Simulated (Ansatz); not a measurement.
# GaH5O3: the cost of one run

All numbers below are computed with Ansatz 0.2.0 (RKS B3LYP-D4/def2-SVP).

### Step 1. The system as given

Bond lengths: Ga1–O3 1.737 Å, Ga1–O4 1.741 Å, Ga1–O6 2.192 Å, O3–H7 0.956 Å, O4–H8 0.954 Å, O6–H9 0.960 Å. Angles: Ga1–O3–H7 117.1°, O3–Ga1–O4 121.6°, O3–Ga1–O6 115.8°, O4–Ga1–O6 115.7°, Ga1–O4–H8 123.0°, Ga1–O6–H9 149.6°.

Structure file:

```xyz
9

Ga   -0.0352   -0.1383    0.4859
H    -1.2346    1.1645   -0.4794
O    -0.9555   -1.5014    1.0452
O     1.2704    0.5280    1.4246
H    -0.7828    0.8146   -1.2794
O     0.1626    0.0524   -1.6891
H    -0.7778   -1.8121    1.9314
H     1.8706    1.1871    1.0856
H     0.4823   -0.2947   -2.5248
```

### Step 2. Pulling towards end A

Springs on the bonds that form and break draw the guess towards this end; the thresholds are loose.

input.yaml reads:

```yaml
crystal:
  periodic: [false, false, false]
  atoms:
    - { symbol: Ga, position_ang: [-0.0352, -0.1383, 0.4859] }
    - { symbol: H, position_ang: [-1.2346, 1.1645, -0.4794] }
    - { symbol: O, position_ang: [-0.9555, -1.5014, 1.0452] }
    - { symbol: O, position_ang: [1.2704, 0.528, 1.4246] }
    - { symbol: H, position_ang: [-0.7828, 0.8146, -1.2794] }
    - { symbol: O, position_ang: [0.1626, 0.0524, -1.6891] }
    - { symbol: H, position_ang: [-0.7778, -1.8121, 1.9314] }
    - { symbol: H, position_ang: [1.8706, 1.1871, 1.0856] }
    - { symbol: H, position_ang: [0.4823, -0.2947, -2.5248] }
basis:
  gaussian: { orbitals: def2-SVP }
hamiltonian:
  xc: b3lyp
  dispersion: d4
relax:
  f_tol: 0.15
  max_steps: 25
  restrain:
    - { distance: [0, 5], at: 3.18, k: 30.0 }
    - { distance: [4, 1], at: 1.92, k: 30.0 }
    - { distance: [0, 1], at: 1.53, k: 30.0 }
    - { distance: [4, 5], at: 0.97, k: 30.0 }
output:
  orbitals: {}
```

The run is started by

```console
$ ansatz run input.yaml --threads 2 --pin off --max-ram 3072MiB --backend cpu --events-out ev --progress --plain --runs-dir out
```

**Question.** How long does this run take on 2 threads of Intel Xeon Platinum 8488C (Sapphire Rapids), shared host, and how much memory does it need?

About 26 s, with a peak of 0.24 GiB.
